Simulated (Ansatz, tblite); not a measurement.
# Tetraphenylgermane (C₂₄H₂₀Ge): a ladder of methods and basis sets

One table from this session's results is given with a row withheld; the runs are named, their logs left out.

Program: Ansatz 0.2.0, Gaussian basis. Level of theory: as each input shows. These are calculated values, not measurements.

Levels to be run: GFN1-xTB, GFN2-xTB, PBE-D4/def2-TZVP, r2SCAN-D4/def2-TZVP, revPBE-D4/def2-TZVP, LDA/def2-TZVP, B97M-V/def2-TZVP, PBE-D4/def2-SVP, PBE0-D4/def2-SVP, HF/STO-3G, MP2/def2-SVP, RPA/def2-SVP.

### The relaxed structure

The geometry is that of the singlet, from an earlier relaxation (PBE-D4/def2-SVP).

45 atoms, charge 0, spin multiplicity 1.

Bond lengths: C1–C2 1.404 Å, C1–C25 1.404 Å, C1–H26 1.101 Å, C2–C3 1.404 Å, C2–H27 1.101 Å, C3–C4 1.412 Å, C3–H28 1.102 Å, C4–Ge5 1.963 Å, C4–C24 1.410 Å, Ge5–C6 1.963 Å, Ge5–C12 1.963 Å, Ge5–C18 1.963 Å, C6–C7 1.412 Å, C6–C11 1.410 Å, C7–C8 1.404 Å, C7–H29 1.102 Å, C8–C9 1.404 Å, C8–H30 1.101 Å and more. Angles: C2–C1–C25 119.8°, C2–C1–H26 120.1°, C25–C1–H26 120.1°, C1–C2–C3 120.0°, C1–C2–H27 120.1°, C3–C2–H27 119.9°, C2–C3–C4 120.7°, C2–C3–H28 119.4°, C4–C3–H28 119.9°, C3–C4–Ge5 120.6°, C3–C4–C24 118.7°, Ge5–C4–C24 120.7°, C4–Ge5–C6 109.7°, C4–Ge5–C12 108.9°, C4–Ge5–C18 109.7°, C6–Ge5–C12 109.8°, C6–Ge5–C18 108.9°, C12–Ge5–C18 109.7° and more.

PBE0-D4/def2-TZVP was run before; its log isn't repeated, and its numbers join the tables.

Set-up of the first run:

Tight binding, by tblite at 300 K electronic temperature and without a spin-polarisation term:

```python
tblite.interface.Calculator('GFN1-xTB', numbers, positions, charge=0, uhf=0).singlepoint()
```

Tight binding, by tblite at 300 K electronic temperature and without a spin-polarisation term:

```python
tblite.interface.Calculator('GFN2-xTB', numbers, positions, charge=0, uhf=0).singlepoint()
```

start.molden holds the orbitals of an earlier run on this state, given as this run's starting guess.

in.yaml reads:

```yaml
crystal:
  periodic: [false, false, false]
  atoms:
    - {symbol: C, position_ang: [-1.585733, -3.615391, 2.712786]}
    - {symbol: C, position_ang: [-2.499238, -2.751123, 2.088417]}
    - {symbol: C, position_ang: [-2.033161, -1.702359, 1.278866]}
    - {symbol: C, position_ang: [-0.649404, -1.502146, 1.084569]}
    - {symbol: Ge, position_ang: [-0.000352, -0.000088, 0.000434]}
    - {symbol: C, position_ang: [0.047193, 1.631841, 1.090038]}
    - {symbol: C, position_ang: [0.881002, 2.712217, 0.729280]}
    - {symbol: C, position_ang: [0.886177, 3.896920, 1.483597]}
    - {symbol: C, position_ang: [0.057801, 4.015122, 2.611022]}
    - {symbol: C, position_ang: [-0.772721, 2.945695, 2.982960]}
    - {symbol: C, position_ang: [-0.775893, 1.762175, 2.227873]}
    - {symbol: C, position_ang: [-1.210259, 0.255070, -1.524057]}
    - {symbol: C, position_ang: [-1.783057, -0.855989, -2.179843]}
    - {symbol: C, position_ang: [-2.615283, -0.678467, -3.297160]}
    - {symbol: C, position_ang: [-2.887108, 0.614626, -3.771809]}
    - {symbol: C, position_ang: [-2.326808, 1.728252, -3.125506]}
    - {symbol: C, position_ang: [-1.495782, 1.548536, -2.008354]}
    - {symbol: C, position_ang: [1.811318, -0.385392, -0.649510]}
    - {symbol: C, position_ang: [2.934282, -0.153666, 0.173814]}
    - {symbol: C, position_ang: [4.228251, -0.466853, -0.273518]}
    - {symbol: C, position_ang: [4.415658, -1.013743, -1.553004]}
    - {symbol: C, position_ang: [3.306953, -1.245440, -2.383013]}
    - {symbol: C, position_ang: [2.014452, -0.931188, -1.934027]}
    - {symbol: C, position_ang: [0.256908, -2.380429, 1.714134]}
    - {symbol: C, position_ang: [-0.206778, -3.429169, 2.524100]}
    - {symbol: H, position_ang: [-1.950001, -4.439156, 3.346160]}
    - {symbol: H, position_ang: [-3.581651, -2.897322, 2.229486]}
    - {symbol: H, position_ang: [-2.759544, -1.037283, 0.783598]}
    - {symbol: H, position_ang: [1.543967, 2.626015, -0.147232]}
    - {symbol: H, position_ang: [1.542711, 4.731567, 1.191666]}
    - {symbol: H, position_ang: [0.062870, 4.942532, 3.204597]}
    - {symbol: H, position_ang: [-1.419994, 3.033093, 3.869658]}
    - {symbol: H, position_ang: [-1.424620, 0.925161, 2.533420]}
    - {symbol: H, position_ang: [-1.585580, -1.875043, -1.808679]}
    - {symbol: H, position_ang: [-3.057217, -1.554033, -3.798124]}
    - {symbol: H, position_ang: [-3.540817, 0.755161, -4.646656]}
    - {symbol: H, position_ang: [-2.542079, 2.744202, -3.492033]}
    - {symbol: H, position_ang: [-1.067830, 2.429535, -1.502855]}
    - {symbol: H, position_ang: [2.799883, 0.286680, 1.175439]}
    - {symbol: H, position_ang: [5.095773, -0.278590, 0.378290]}
    - {symbol: H, position_ang: [5.429866, -1.257623, -1.905634]}
    - {symbol: H, position_ang: [3.450802, -1.669558, -3.389136]}
    - {symbol: H, position_ang: [1.151752, -1.107547, -2.596949]}
    - {symbol: H, position_ang: [1.340920, -2.248532, 1.564592]}
    - {symbol: H, position_ang: [0.512400, -4.108274, 3.008296]}
basis:
  gaussian: {orbitals: def2-TZVP, fitting: {mean_field: def2-universal-jkfit}, initial_orbitals: start.molden}
hamiltonian: {xc: pbe, dispersion: d4}
scf: {omitted_lower_state_checks: [starts]}
output: {orbitals: {seedname: orbitals}}
```

Launch:

```
> ansatz run in.yaml --threads 2 --pin off --events-out ev --progress --plain --max-ram 22528MiB --backend cuda --devices 0, --max-vram 18GiB
```

Among the steps run: PBE-D4/def2-TZVP; r2SCAN-D4/def2-TZVP; revPBE-D4/def2-TZVP; LDA/def2-TZVP; B97M-V/def2-TZVP; PBE-D4/def2-SVP; PBE0-D4/def2-SVP; HF/STO-3G; MP2/def2-SVP; RPA/def2-SVP.

One of the session's tables, all rows but one given; the rest of the session is left out.

It belongs to the step «Binding energy». 

```
              level  binding an atom (eV)
          HF/STO-3G                 4.455
        HF/def2-SVP                 3.869
      LDA/def2-TZVP                 5.907
    PBE-D4/def2-SVP                 5.385
   PBE-D4/def2-TZVP                 5.309
revPBE-D4/def2-TZVP                     ?
r2SCAN-D4/def2-TZVP                 5.151
   B97M-V/def2-TZVP                 5.126
   PBE0-D4/def2-SVP                 5.284
  PBE0-D4/def2-TZVP                 5.204
       MP2/def2-SVP                 5.065
```

Q: Estimate the row for revPBE-D4/def2-TZVP from the others.

The run gave: binding an atom (eV): 5.180. In the column «binding an atom (eV)» it lies between r2SCAN-D4/def2-TZVP (5.151) and PBE0-D4/def2-TZVP (5.204).

To keep in mind: Free atoms were run apart at each level; binding is atoms less cluster, divided by the number of atoms, without zero-point or spin-orbit terms.
